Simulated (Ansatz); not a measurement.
# C3H5AlS: up Jacob's ladder to CCSD(T)

An exercise on one series of results from a longer session: the logs are not shown, and one member is left open.

Computed with Ansatz 0.2.0, Gaussian basis. Level: functionals in def2-TZVPP, the program's frozen cores in correlated methods.

The runs, in order: LDA (SPW92), PBE-D4, revPBE-D4, BLYP-D4, r2SCAN-D4, B97M-V, PBE0-D4, B3LYP-D4, r2SCANh-D4, r2SCAN0-D4, HSE06-D4, BHLYP-D4, CAM-B3LYP-D4, LC-ωPBE, ωB97X-V, ωB97M-V, B2PLYP, PBE-QIDH; CCSD(T)/def2-SVP; CCSD(T)/def2-TZVPP; MP2/def2-QZVPP; extrapolation to the limit; RPA on PBE.

### The relaxed structure

All runs share one geometry, relaxed beforehand with PBE0-D4 in a triple-zeta def2 set.

SMILES `C=[C]1[S][Al]1[CH3]`, 10 atoms, charge 0, spin multiplicity 1.

Atoms are counted from 1 here; the program's logs count them from 0.

Bond lengths: C1–C2 1.324 Å, C1–H6 1.085 Å, C1–H7 1.087 Å, C2–S3 1.849 Å, C2–Al4 1.878 Å, S3–Al4 2.140 Å, Al4–C5 1.932 Å, C5–H8 1.092 Å, C5–H9 1.093 Å, C5–H10 1.093 Å. Angles: C2–C1–H6 119.9°, C2–C1–H7 122.9°, H6–C1–H7 117.1°, C1–C2–S3 126.7°, C1–C2–Al4 163.2°, S3–C2–Al4 70.1°, C2–S3–Al4 55.6°, C2–Al4–S3 54.3°, C2–Al4–C5 157.8°, S3–Al4–C5 147.9°, Al4–C5–H8 111.6°, Al4–C5–H9 110.2°, Al4–C5–H10 110.5°, H8–C5–H9 108.3°, H8–C5–H10 108.5°, H9–C5–H10 107.6°.

Coordinates:

```
C    -0.6813   -1.3009   -2.1545
C    -0.2326   -0.9619   -0.9555
S     0.4910   -2.0947    0.3140
Al    0.2493    0.0161    0.5737
C     0.4684    1.5609    1.7140
H    -1.0861   -0.5415   -2.8160
H    -0.6669   -2.3231   -2.5234
H     0.1994    2.4838    1.1967
H    -0.1626    1.4682    2.6019
H     1.5045    1.6422    2.0519
```

The first run:

in.yaml reads:

```yaml
crystal:
  periodic: [false, false, false]
  atoms:
    - {symbol: C, position_ang: [-0.681337, -1.300946, -2.154486]}
    - {symbol: C, position_ang: [-0.232617, -0.961934, -0.955485]}
    - {symbol: S, position_ang: [0.491034, -2.094724, 0.314025]}
    - {symbol: Al, position_ang: [0.249294, 0.016123, 0.573729]}
    - {symbol: C, position_ang: [0.468414, 1.560850, 1.714041]}
    - {symbol: H, position_ang: [-1.086094, -0.541547, -2.816034]}
    - {symbol: H, position_ang: [-0.666872, -2.323130, -2.523433]}
    - {symbol: H, position_ang: [0.199361, 2.483777, 1.196688]}
    - {symbol: H, position_ang: [-0.162602, 1.468236, 2.601915]}
    - {symbol: H, position_ang: [1.504519, 1.642194, 2.051941]}
basis:
  gaussian: {orbitals: def2-TZVPP}
hamiltonian: {xc: lda}
output: {orbitals: {seedname: orbitals}}
```

The run is started by

```console
ansatz run in.yaml --threads 4 --pin off --events-out ev --progress --plain --max-ram 10444MiB
```

Steps of the session up to this table: LDA; PBE-D4 (GGA); revPBE-D4 (GGA); BLYP-D4 (GGA); r2SCAN-D4 (meta-GGA); B97M-V (meta-GGA); B3LYP-D4 (hybrid); r2SCANh-D4 (hybrid); r2SCAN0-D4 (hybrid); HSE06-D4 (hybrid); BHLYP-D4 (hybrid); CAM-B3LYP-D4 (range-separated); LC-ωPBE (range-separated); ωB97X-V (range-separated); ωB97M-V (range-separated); B2PLYP (double hybrid); PBE-QIDH (double hybrid).

One of the session's tables, all rows but one given; the rest of the session is left out.

It belongs to the step «Frontier levels by functional». 

| functional | HOMO (eV) | gap (eV) |
| --- | --- | --- |
| LDA (SPW92) | -5.37 | 3.24 |
| PBE-D4 | -5.20 | 3.30 |
| revPBE-D4 | -5.13 | 3.34 |
| BLYP-D4 | -5.01 | 3.25 |
| r2SCAN-D4 | -5.37 | 3.71 |
| B97M-V | -5.37 | 3.67 |
| PBE0-D4 | -6.20 | 5.07 |
| B3LYP-D4 | -5.97 | 4.66 |
| r2SCANh-D4 | -5.75 | 4.36 |
| r2SCAN0-D4 | -6.32 | 5.33 |
| HSE06-D4 | -5.81 | 4.31 |
| BHLYP-D4 | -7.04 | 6.74 |
| CAM-B3LYP-D4 | -7.40 | 7.25 |
| LC-ωPBE | -8.73 | 9.64 |
| ωB97X-V | -8.38 | 9.19 |
| ωB97M-V | ? | ? |

Q: Estimate the row for ωB97M-V from the others.

The run gave: HOMO (eV): -8.26; gap (eV): 8.85. In the column «HOMO (eV)» it lies between ωB97X-V (-8.38) and CAM-B3LYP-D4 (-7.40).
